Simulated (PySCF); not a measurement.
# GeO2: relaxation and vibrations of the singlet

Aim: relax GeO2 as a singlet from a linear start, check by its vibrations whether the end is a minimum, and collect its spectrum and constants.

Computed with PySCF 2.14.0. Level: PBE, basis Ge def2-TZVP, O def2-TZVP, no relativity, density fitting.

## Step 1: The system as given

3 atoms, charge 0, spin multiplicity 1.

Bond lengths: Ge1–O2 1.680 Å, Ge1–O3 1.680 Å. Angles: O2–Ge1–O3 180.0°.

```xyz
3
charge 0 multiplicity 1
Ge    0.0000    0.0000    0.0000
O     0.0000    0.0000    1.6800
O     0.0000    0.0000   -1.6800
```

## Step 2: The SCF at the typed geometry

One driver script runs all steps and calls PySCF; scf.py shows how it sets up the SCF of each step. The optimiser is the driver's own. After this first run the driver tries any further starts and a stability analysis.

Contents of scf.py:

```python
from pyscf import gto, scf, dft
mol = gto.M(atom='''
Ge     0.000000     0.000000     0.000000
O      0.000000     0.000000     1.680000
O      0.000000     0.000000    -1.680000''',
    basis={'Ge': 'def2-TZVP', 'O': 'def2-TZVP'},
    charge=0, spin=0)
mf = dft.RKS(mol, xc='PBE')
mf.grids.atom_grid = (50, 194)
aux = {'Ge': 'def2-universal-JKFIT', 'O': 'def2-universal-JKFIT'}
mf = mf.density_fit(auxbasis=aux)
mf.conv_tol = 1e-08
mf.diis_space = 10
mf.max_cycle = 60
mf.init_guess = 'minao'
mf.verbose = 4
mf.kernel()
```

On the command line:

```
OMP_NUM_THREADS=2 python axn.py task.json out
```

After this run come: Relaxation: linear start, singlet; Hessian and properties.

Q: Predict the outcome of this session. Wanted: minimum; geometry; wavenumbers; dipole moment; highest occupied, lowest empty level; polar-tensor charge of Ge1; zero-point energy; atomisation energy.

**Answer**, as computed:

| quantity | value |
| --- | --- |
| minimum | singlet, D∞h |
| geometry | Ge–O 1.636 Å (×2); O–Ge–O 180.0° |
| wavenumbers (cm⁻¹) | 198 (πu), 863 (σg+), 1041 (σu+) |
| dipole moment | 0.00 D |
| highest occupied, lowest empty level | -7.81, -4.17 eV |
| polar-tensor charge of Ge1 | +0.99 e |
| zero-point energy | 13.8 kJ/mol |
| entropy at 298.15 K | 246.4 J/(mol K) |
| atomisation energy (no zero-point energy) | 1062 kJ/mol |

The linear start keeps its D∞h symmetry and ends in a minimum. The strongest infrared band lies at 1041 cm⁻¹ (σu+, stretch). Ge1 has a polar-tensor charge of +1.0 e (a dipole derivative, not a static charge), yet symmetry cancels the bond dipoles. Only this shape and spin were tried, so other structures or states may lie lower.
